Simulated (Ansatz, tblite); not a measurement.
# GeH2Me(OMe) (C₂H₈GeO): one state, many levels

How do method and basis change the picture of GeH2Me(OMe) (C₂H₈GeO) (singlet)?

Method: as each input shows; program: Ansatz 0.2.0, Gaussian basis.

Plan: GFN1-xTB, GFN2-xTB, PBE-D4/def2-TZVP, r2SCAN-D4/def2-TZVP, ωB97X-V/def2-TZVP, B2PLYP/def2-TZVP, r2SCAN0-D4/def2-TZVP, BHLYP-D4/def2-TZVP, HF/def2-TZVP, BLYP-D4/def2-TZVP, PBE-QIDH/def2-TZVP, PBE-D4/def2-SVP, PBE0-D4/def2-SVP, HF/STO-3G, HF/6-31G, B3LYP-D4/6-31G, PBE0-D4/def2-TZVPD, PBE-D4/def2-TZVPD, r2SCAN-D4/def2-TZVPD, CCSD(T)/def2-TZVP, RPA/def2-TZVP.

## Step 1: The structure

The singlet was relaxed beforehand with PBE-D4/def2-SVP.

12 atoms, charge 0, spin multiplicity 1.

Bond lengths: Ge1–H2 1.561 Å, Ge1–H3 1.561 Å, Ge1–C4 1.951 Å, Ge1–O8 1.808 Å, C4–H5 1.108 Å, C4–H6 1.107 Å, C4–H7 1.107 Å, O8–C9 1.410 Å, C9–H10 1.118 Å, C9–H11 1.111 Å, C9–H12 1.118 Å. Angles: H2–Ge1–H3 109.5°, H2–Ge1–C4 112.7°, H2–Ge1–O8 108.5°, H3–Ge1–C4 112.7°, H3–Ge1–O8 108.5°, C4–Ge1–O8 104.8°, Ge1–C4–H5 110.4°, Ge1–C4–H6 109.8°, Ge1–C4–H7 109.9°, H5–C4–H6 108.9°, H5–C4–H7 108.9°, H6–C4–H7 108.9°, Ge1–O8–C9 118.6°, O8–C9–H10 113.0°, O8–C9–H11 108.4°, O8–C9–H12 113.0°, H10–C9–H11 107.4°, H10–C9–H12 107.3° and more.

PBE0-D4/def2-TZVP was run before; its log isn't repeated, and its numbers join the tables.

## Step 2: GFN1-xTB

Tight binding, by tblite at 300 K electronic temperature and without a spin-polarisation term:

```python
tblite.interface.Calculator('GFN1-xTB', numbers, positions, charge=0, uhf=0).singlepoint()
```

Energy -405.5072 eV, HOMO -12.18 eV, LUMO -5.54 eV; 0.006 s.

## Step 3: GFN2-xTB

Tight binding, by tblite at 300 K electronic temperature and without a spin-polarisation term:

```python
tblite.interface.Calculator('GFN2-xTB', numbers, positions, charge=0, uhf=0).singlepoint()
```

Energy -390.4268 eV, HOMO -11.16 eV, LUMO -3.01 eV; 0.004 s.

## Step 4: PBE-D4/def2-TZVP

start.molden holds the orbitals of an earlier run on this state, given as this run's starting guess.

in.yaml reads:

```yaml
crystal:
  periodic: [false, false, false]
  atoms:
    - {symbol: Ge, position_ang: [0.423561, 0.570950, 0.284533]}
    - {symbol: H, position_ang: [0.425937, 0.575249, 1.845708]}
    - {symbol: H, position_ang: [1.894094, 0.524356, -0.237564]}
    - {symbol: C, position_ang: [-0.597006, 2.052164, -0.469915]}
    - {symbol: H, position_ang: [-0.157326, 3.020873, -0.161720]}
    - {symbol: H, position_ang: [-1.644455, 2.004120, -0.115472]}
    - {symbol: H, position_ang: [-0.589811, 1.989665, -1.574929]}
    - {symbol: O, position_ang: [-0.434078, -0.916063, -0.283748]}
    - {symbol: C, position_ang: [0.070709, -2.175166, 0.101816]}
    - {symbol: H, position_ang: [1.112503, -2.358276, -0.260572]}
    - {symbol: H, position_ang: [-0.577309, -2.963465, -0.338036]}
    - {symbol: H, position_ang: [0.073182, -2.324396, 1.209910]}
basis:
  gaussian: {orbitals: def2-TZVP, initial_orbitals: start.molden}
hamiltonian: {xc: pbe, dispersion: d4}
scf: {omitted_lower_state_checks: [starts]}
output: {orbitals: {seedname: orbitals}}
```

On the command line:

```bash
> ansatz run in.yaml --threads 4 --pin off --events-out ev --progress --plain --max-ram 3916MiB
```

Further steps of the session: r2SCAN-D4/def2-TZVP; ωB97X-V/def2-TZVP; B2PLYP/def2-TZVP; r2SCAN0-D4/def2-TZVP; BHLYP-D4/def2-TZVP; HF/def2-TZVP; BLYP-D4/def2-TZVP; PBE-QIDH/def2-TZVP; PBE-D4/def2-SVP; PBE0-D4/def2-SVP; HF/STO-3G; HF/6-31G; B3LYP-D4/6-31G; PBE0-D4/def2-TZVPD; PBE-D4/def2-TZVPD; r2SCAN-D4/def2-TZVPD; CCSD(T)/def2-TZVP; RPA/def2-TZVP.

Q: Predict the results of all the runs planned. Wanted: gap in def2-TZVP, named functionals and Hartree-Fock, smallest and largest; correlation energy, CCSD(T)/def2-TZVP; binding an atom, CCSD(T)/def2-TZVP; PBE0 total energy, smallest basis above largest.

As calculated:

| quantity | value |
| --- | --- |
| gap in def2-TZVP, named functionals and Hartree-Fock, smallest and largest | 5.79 eV (PBE-D4), 15.02 eV (HF) |
| correlation energy, CCSD(T)/def2-TZVP | -24.68 eV |
| binding an atom, CCSD(T)/def2-TZVP | 3.508 eV |
| PBE0 total energy, smallest basis above largest | 12.04 eV (def2-SVP, def2-TZVPD) |

What this shows: Orbital gaps of the named functionals and Hartree-Fock in def2-TZVP span 5.79 eV (PBE-D4) to 15.02 eV (HF); exact exchange widens it. A small miss in a minimal or small basis is a cancelling of errors, not accuracy. The functionals in def2-TZVP miss CCSD(T)/def2-TZVP by +0.015 (BHLYP-D4) to +0.147 eV (PBE-D4) an atom. CCSD(T)/def2-TZVP isn't at the basis-set limit; small misses against it rank nothing.
